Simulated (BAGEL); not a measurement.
# HF/3-21G (density fitting with qzvpp-jkfit) run of CH5ClOSi (SMILES CO[SiH2]Cl)

Aim: the energy change on altering one bond length of CH5ClOSi at HF/3-21G (density fitting with qzvpp-jkfit), from 2 runs. 

The results are computed with BAGEL 1.2.2.

4 further runs of the same task are left out: 3 that didn't finish, 1 set aside as unsound or not needed.

### 1 Starting point

CH5ClOSi has 9 atoms, charge 0, and is taken as a singlet. As SMILES, `CO[SiH2]Cl`. Geometry: relaxed at PBE0-D4/def2-TZVP. This is one conformer, not always the lowest.

Bond lengths: C1–O2 1.412 Å, O2–Si3 1.626 Å, Si3–Cl4 2.057 Å, C1–H5 1.090 Å, C1–H6 1.094 Å, C1–H7 1.096 Å, Si3–H8 1.474 Å, Si3–H9 1.483 Å. Some angles: C1–O2–Si3 124.4°, O2–Si3–Cl4 111.0°, O2–C1–H5 108.0°, O2–C1–H6 110.9°, O2–C1–H7 111.5°, O2–Si3–H8 106.8°, O2–Si3–H9 111.2°, Cl4–Si3–H8 108.7°, Cl4–Si3–H9 106.0°, H5–C1–H6 108.9°.

### 2 The energy at HF/3-21G (density fitting with qzvpp-jkfit)

The input, job.json:

```json
{ "bagel" : [

{
  "title" : "molecule",
  "basis" : "3-21g",
  "df_basis" : "qzvpp-jkfit",
  "angstrom" : true,
  "geometry" : [
    { "atom" : "C", "xyz" : [   -0.841000,    0.987400,    0.447000 ] },
    { "atom" : "O", "xyz" : [    0.418200,    0.685500,   -0.117200 ] },
    { "atom" : "Si", "xyz" : [    0.891200,   -0.804900,   -0.562600 ] },
    { "atom" : "Cl", "xyz" : [    0.958100,   -2.072600,    1.056300 ] },
    { "atom" : "H", "xyz" : [   -0.939900,    2.072400,    0.489700 ] },
    { "atom" : "H", "xyz" : [   -0.920800,    0.584000,    1.460600 ] },
    { "atom" : "H", "xyz" : [   -1.659100,    0.583600,   -0.159700 ] },
    { "atom" : "H", "xyz" : [    2.251500,   -0.671700,   -1.115300 ] },
    { "atom" : "H", "xyz" : [   -0.069600,   -1.410100,   -1.515800 ] }
  ]
},
{
  "title" : "hf"
},
{
  "title" : "print",
  "file" : "orbitals.molden",
  "orbitals" : true
}

]}
```

The run is started by

```console
BAGEL_NUM_THREADS=1 BAGEL job.json > job.out
```

Standard output:

```text
* using 1 threads per process

  ===============================================================
  ===============================================================

  *** Geometry ***

  { "atom" : "C", "xyz" : [     -1.589260,      1.865916,      0.844708 ] },
  { "atom" : "O", "xyz" : [      0.790283,      1.295407,     -0.221476 ] },
  { "atom" : "Si", "xyz" : [      1.684124,     -1.521041,     -1.063160 ] },
  { "atom" : "Cl", "xyz" : [      1.810547,     -3.916646,      1.996118 ] },
  { "atom" : "H", "xyz" : [     -1.776154,      3.916268,      0.925399 ] },
  { "atom" : "H", "xyz" : [     -1.740060,      1.103600,      2.760134 ] },
  { "atom" : "H", "xyz" : [     -3.135245,      1.102844,     -0.301789 ] },
  { "atom" : "H", "xyz" : [      4.254718,     -1.269329,     -2.107612 ] },
  { "atom" : "H", "xyz" : [     -0.131525,     -2.664703,     -2.864447 ] },

  Number of auxiliary basis functions:      498

  Since a DF basis is specified, we compute 2- and 3-index integrals:
    o Being stored without compression. Storage requirement is 0.012 GB

  Number of basis functions:       54
  Number of electrons      :       50

    * METHOD: MOLECULE                             0.18

  *** RHF ***

  === Nuclear Repulsion ===
   223.0948276538

      * DIIS with orbital gradients will be used.

  === RHF iteration (3-21g) ===
      0       -859.66303935          0.01854718           0.04
      1       -859.73857287          0.01088540           0.04
      2       -859.76267468          0.00138364           0.04
      3       -859.76328054          0.00027141           0.04
      4       -859.76332442          0.00005290           0.04
      5       -859.76332642          0.00001339           0.04
      6       -859.76332657          0.00000318           0.04
      7       -859.76332657          0.00000068           0.04
      8       -859.76332657          0.00000022           0.04
      9       -859.76332657          0.00000008           0.04
     10       -859.76332657          0.00000002           0.04
     11       -859.76332657          0.00000001           0.04
    * SCF iteration converged.

    * Permanent dipole moment:
           (    0.665865,    -0.473350,     0.627863) a.u.

    * METHOD: HF                                   0.58

    * METHOD: PRINT                                0.01

  ===============================================================
```

Run time: 0.96 s. Hardware: 1 thread of Intel Xeon Platinum 8488C (Sapphire Rapids), shared host; peak memory 0.09 GiB.

### 3 The distorted shape

The input, input.json:

```json
{ "bagel": [

{
  "title": "molecule",
  "basis": "3-21g",
  "df_basis": "qzvpp-jkfit",
  "angstrom": true,
  "geometry": [
    { "atom": "C", "xyz": [      -0.791550,       0.444902,       0.425650 ] },
    { "atom": "O", "xyz": [       0.467650,       0.143002,      -0.138550 ] },
    { "atom": "Si", "xyz": [       0.940650,      -1.347398,      -0.583950 ] },
    { "atom": "Cl", "xyz": [       1.007550,      -2.615098,       1.034950 ] },
    { "atom": "H", "xyz": [      -0.939900,       2.072400,       0.489700 ] },
    { "atom": "H", "xyz": [      -0.871350,       0.041502,       1.439250 ] },
    { "atom": "H", "xyz": [      -1.609650,       0.041102,      -0.181050 ] },
    { "atom": "H", "xyz": [       2.300950,      -1.214198,      -1.136650 ] },
    { "atom": "H", "xyz": [      -0.020150,      -1.952598,      -1.537150 ] }
  ]
},

{
  "title": "hf"
},

{
  "title": "print",
  "file": "orbitals.molden",
  "orbitals": true
}

]}
```

The run is started by

```console
BAGEL_NUM_THREADS=1 BAGEL input.json > input.out
```

Standard output:

```text
* using 1 threads per process

  ===============================================================
  ===============================================================

  *** Geometry ***

  { "atom" : "C", "xyz" : [     -1.495813,      0.840743,      0.804362 ] },
  { "atom" : "O", "xyz" : [      0.883730,      0.270235,     -0.261822 ] },
  { "atom" : "Si", "xyz" : [      1.777571,     -2.546213,     -1.103506 ] },
  { "atom" : "Cl", "xyz" : [      1.903994,     -4.941819,      1.955772 ] },
  { "atom" : "H", "xyz" : [     -1.776154,      3.916268,      0.925399 ] },
  { "atom" : "H", "xyz" : [     -1.646613,      0.078427,      2.719788 ] },
  { "atom" : "H", "xyz" : [     -3.041798,      0.077672,     -0.342135 ] },
  { "atom" : "H", "xyz" : [      4.348165,     -2.294502,     -2.147957 ] },
  { "atom" : "H", "xyz" : [     -0.038078,     -3.689875,     -2.904793 ] },

  Number of auxiliary basis functions:      498

  Since a DF basis is specified, we compute 2- and 3-index integrals:
    o Being stored without compression. Storage requirement is 0.012 GB

  Number of basis functions:       54
  Number of electrons      :       50

    * METHOD: MOLECULE                             0.18

  *** RHF ***

  === Nuclear Repulsion ===
   221.1687558866

      * DIIS with orbital gradients will be used.

  === RHF iteration (3-21g) ===
      0       -859.57648582          0.01860412           0.04
      1       -859.65204134          0.01117192           0.04
      2       -859.67725842          0.00148879           0.04
      3       -859.67799939          0.00030215           0.04
      4       -859.67805735          0.00007913           0.04
      5       -859.67806106          0.00001737           0.04
      6       -859.67806125          0.00000392           0.04
      7       -859.67806126          0.00000080           0.04
      8       -859.67806126          0.00000020           0.04
      9       -859.67806126          0.00000007           0.04
     10       -859.67806126          0.00000002           0.04
     11       -859.67806126          0.00000000           0.04
    * SCF iteration converged.

    * Permanent dipole moment:
           (    0.591591,    -0.190826,     0.660479) a.u.

    * METHOD: HF                                   0.58

    * METHOD: PRINT                                0.01

  ===============================================================
```

It took 0.96 s on 1 thread of Intel Xeon Platinum 8488C (Sapphire Rapids), shared host; peak memory 0.089 GiB.

### 4 Summary of results

At HF/3-21G (density fitting with qzvpp-jkfit):

```
                                                         quantity          value
                                        first shape: total energy  -859.76333 Eh
                                       first shape: dipole moment         2.62 D
                                         first shape: HOMO energy      -12.18 eV
                                         first shape: LUMO energy        4.18 eV
                                       first shape: HOMO–LUMO gap       16.37 eV
                                    distorted shape: total energy  -859.67806 Eh
                                   distorted shape: dipole moment         2.31 D
                                     distorted shape: HOMO energy      -11.45 eV
                                     distorted shape: LUMO energy        4.03 eV
                                   distorted shape: HOMO–LUMO gap       15.47 eV
energy change with the C1–H5 bond stretched from 1.090 to 1.635 Å       2.320 eV
```

**Reading.** With the C1–H5 bond stretched from 1.090 to 1.635 Å the energy rises by 2.32 eV (54 kcal/mol). The first shape isn't relaxed at this level, so the change isn't measured from a minimum.
